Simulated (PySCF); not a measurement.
# The bond of IO+, level by level

One job finds the state of IO+, follows it along the bond with each method and fits the curves.

Method: I def2-SVP with ECP28, O def2-SVP, scalar-relativistic core potentials; program: PySCF 2.14.0.

### Step 1. The job

Settings of the job:

* atoms: I, O
* charge: 1
* basis: I def2-SVP with ECP28, O def2-SVP
* Hamiltonian: scalar-relativistic core potentials
* basis functions: 40
* electrons treated: 32
* masses in u: 126.9045, 15.9949
* levels: PBE0, PBE, r²SCAN, r²SCAN0, BHandHLYP, TPSSh, ωB97X, HF, MP2, SCS-MP2, CCSD, CCSD(T)
* grid: 80 radial by 434 angular points
* occupations: held fixed by the projection of orbital angular momentum
* dissociation limit: I+ + O, each in its ground configuration
* starting distance in angstrom: 2.010
* values of 2S to try: 0, 2, 4

Started as:

```bash
OMP_NUM_THREADS=1 python dia.py task.json out
```

Further steps of the session: PBE0 along the bond; Excited determinants; PBE (GGA); r²SCAN (meta-GGA); r²SCAN0 (hybrid meta-GGA); BHandHLYP (global hybrid GGA); TPSSh; ωB97X; ROHF; Adding correlation.

Q: Predict the outcome of this session. Wanted: for each run, Re; ωe; De; μ.

**Answer**, as computed:

Lowest PBE0 solution found, without spin–orbit coupling: ³Σ⁻ (triplet), unpaired electrons π ↑↑. State 2 has its PBE0 minimum 0.34 eV higher, as a spin-mixed determinant (⟨S²⟩ = 1.01), so this is no gap between pure states. State 4 has its PBE0 minimum 2.00 eV higher. The other levels ran on the lowest alone.

| level | Re (Å) | ωe (cm⁻¹) | De (eV) | μ (D) |
| --- | --- | --- | --- | --- |
| ROHF-CCSD | 1.869 | 717 | 2.10 | n/a |
| ROHF-CCSD(T) | 1.893 | 616 | 2.41 | n/a |
| PBE | 1.865 | 753 | 3.99 | -1.62 |
| r²SCAN | 1.848 | 780 | 3.37 | -1.66 |
| TPSSh | 1.849 | 779 | 3.22 | -1.64 |
| PBE0 | 1.832 | 809 | 2.99 | -1.75 |
| r²SCAN0 | 1.825 | 819 | 2.58 | -1.74 |
| BHandHLYP | 1.821 | 817 | 2.04 | -1.74 |
| ωB97X | 1.819 | 842 | 2.88 | -1.90 |

De is counted to I+ + O in their ground configurations. A positive dipole points from I to O; in an ion it is taken about the centre of mass and does not tell which atom is negative. No constants: ROHF (fits of two degrees disagree); ROHF-MP2 (the points don't follow one smooth fit); ROHF-SCS-MP2 (the points don't follow one smooth fit).

What this shows: The methods spread over 0.074 Å in bond length, from ωB97X to ROHF-CCSD(T). Of the levels with a De here, BHandHLYP gives the least (2.04 eV) and PBE the most (3.99 eV).

Correlated steps freeze 5 core orbitals. These are scalar-relativistic numbers at best; spin–orbit coupling would shift them, the dissociation energy most. A negative De means that the minimum lies above the separated atoms at that level. T1 is 0.088 near the minimum (highest on the curve 0.118), which may point to more than one leading configuration. With spin–orbit coupling the term label itself may not hold.
